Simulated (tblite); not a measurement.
# C2H16BNSi4: the cost of one run

The runs use tblite 0.8.0 and PySCF 2.14.0, with density-fitted response routines of our own; the level of theory stands in each step. All values are computed, except where a source is named. Atoms are numbered from 0 throughout.

## 1. The molecule as given

24 atoms, charge 0, multiplicity 1; geometry from: force field or distance geometry start.

Bonds of the start (Å): C0–B1 1.58, B1–Si2 1.94, Si2–N3 1.80, Si2–Si4 2.22, Si4–Si5 2.25, Si5–Si6 2.25, Si6–C7 1.87, C0–H8 1.11, C0–H9 1.11, C0–H10 1.12, B1–H11 1.20, Si2–H12 1.48, N3–H13 1.04, N3–H14 1.03, Si4–H15 1.48, Si4–H16 1.48, Si5–H17 1.48, Si5–H18 1.49, Si6–H19 1.48, Si6–H20 1.47, C7–H21 1.09, C7–H22 1.11, C7–H23 1.10.

## 2. Optimising the geometry with GFN2-xTB

Job settings and geometry (Å):

```
{"job": {"kind": "relax", "xc": "GFN2-xTB", "basis": "xTB"}, "charge": 0, "multiplicity": 1}
C     -4.438000    -0.512600     0.984100
B     -2.902700    -0.509500     1.353000
Si    -1.680900     0.451500     0.187100
N     -2.541900     0.769000    -1.356600
Si     0.104900    -0.778300    -0.272900
Si     1.669000     0.580300    -1.141700
Si     3.643200    -0.403200    -0.719800
C      4.285200     0.277400     0.904600
H     -4.992200    -1.345900     1.459500
H     -4.569400    -0.496500    -0.122700
H     -4.939500     0.430900     1.335600
H     -2.505200    -1.132600     2.297300
H     -1.240900     1.705400     0.844000
H     -2.743000     1.783100    -1.416400
H     -1.897000     0.525400    -2.121100
H      0.611100    -1.484700     0.921000
H     -0.217000    -1.797000    -1.295800
H      1.447300     0.706100    -2.596500
H      1.648600     1.910400    -0.476200
H      3.492900    -1.872000    -0.625100
H      4.577000    -0.056800    -1.794200
H      5.294500    -0.102900     1.087000
H      3.586600    -0.003800     1.721700
H      4.295600     1.375900     0.851900
```

The run is started by

```bash
> OMP_NUM_THREADS=1 python probes_run.py task.json out
```

This one command runs all jobs of the session in turn.

**Question.** How long does this first job take on 1 thread of Arm Neoverse N1, shared host, and how much memory does it need?

About 5.5 s, with a peak of 0.18 GiB.
